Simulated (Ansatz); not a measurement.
# SiGeH₃ (quartet): wave-function methods side by side, cc-pVTZ

How much of the correlation energy of SiGeH₃ (quartet) does each wave-function method recover here?

Method: cc-pVTZ, correlated electrons: outside noble gas; program: Ansatz 0.2.0, Gaussian basis.

The runs, in order: UHF; CCSD(T) on ROHF; CCSD(T) on UHF; BCCD(T) on ROHF; CCSDT(Q) on ROHF; CCSDT(Q) on UHF; CASSCF and NEVPT2, 11 electrons in 11 orbitals.

### 1 The geometry

The geometry is a PBE0/def2-TZVP stationary point (not a proven minimum) of the parent state, kept for this charge and spin. No spin-orbit coupling is included. The filled d shell of Ge may be among the frozen orbitals whatever the setting's name suggests; the logs give the count.

5 atoms, charge 0, spin multiplicity 4.

Atoms are counted from 1 here; the program's logs count them from 0.

Bond lengths: Si1–Ge2 2.440 Å, Si1–H3 1.499 Å, Si1–H4 1.492 Å, Si1–H5 1.492 Å. Angles: Ge2–Si1–H3 101.6°, Ge2–Si1–H4 116.0°, Ge2–Si1–H5 116.0°, H3–Si1–H4 107.3°, H3–Si1–H5 107.3°, H4–Si1–H5 107.7°.

In the tables R marks a restricted open-shell determinant and U an unrestricted one; 'valence' is the active space of 11 electrons in 11 orbitals; correlation energies count from the lowest restricted Hartree-Fock solution.

### 2 UHF

File in.yaml:

```yaml
crystal:
  periodic: [false, false, false]
  atoms:
    - {symbol: Si, position_ang: [-0.005941, 0.000000, 1.692878]}
    - {symbol: Ge, position_ang: [-0.001466, 0.000000, -0.747359]}
    - {symbol: H, position_ang: [1.461722, -0.000031, 1.996378]}
    - {symbol: H, position_ang: [-0.595235, 1.204279, 2.346671]}
    - {symbol: H, position_ang: [-0.595286, -1.204254, 2.346671]}
basis:
  gaussian: {orbitals: cc-pVTZ}
magnetization: {spin_polarized: true, initial_magnetization: 3}
hamiltonian: {xc: hf}
output: {orbitals: {seedname: orbitals}}
```

Run with:

```
$ ansatz run in.yaml --threads 1 --pin off --events-out ev --progress --plain --max-ram 2816MiB --backend cpu
```

Further steps of the session: CCSD(T) on ROHF; CCSD(T) on UHF; BCCD(T) on ROHF; CCSDT(Q) on ROHF; CCSDT(Q) on UHF; CASSCF and NEVPT2, 11 electrons in 11 orbitals.

**Question.** What will the summary of the whole plan be? Wanted: correlation energy, UCCSDT(Q); RMP2 from UCCSDT(Q); UMP2 from UCCSDT(Q); RCCSD from UCCSDT(Q); RCCSD(T) from UCCSDT(Q); UCCSD(T) from UCCSDT(Q); RCCSDT(Q) from UCCSDT(Q); NEVPT2 valence from UCCSDT(Q); T1 diagnostic.

As calculated:

| quantity | value |
| --- | --- |
| correlation energy, UCCSDT(Q) | -6.3492 eV |
| RMP2 from UCCSDT(Q) | +1278.4 meV |
| UMP2 from UCCSDT(Q) | +1267.6 meV |
| RCCSD from UCCSDT(Q) | +288.9 meV |
| RCCSD(T) from UCCSDT(Q) | +67.3 meV |
| UCCSD(T) from UCCSDT(Q) | +48.6 meV |
| RCCSDT(Q) from UCCSDT(Q) | +19.5 meV |
| NEVPT2 valence from UCCSDT(Q) | +1367.0 meV |
| levels of the table within 1 kcal/mol (43 meV) | RCCSDT, UCCSDT, RCCSDT(Q) |
| T1 diagnostic | 0.025 |
| effectively unpaired electrons | 3.02 |

What this shows: RCCSD(T) lands +67.3 meV from the yardstick (1.1 % of the correlation energy). One determinant dominates. These misses are within one basis, not against nature; the frozen cores of restricted and unrestricted runs differ, which can shift their rows.
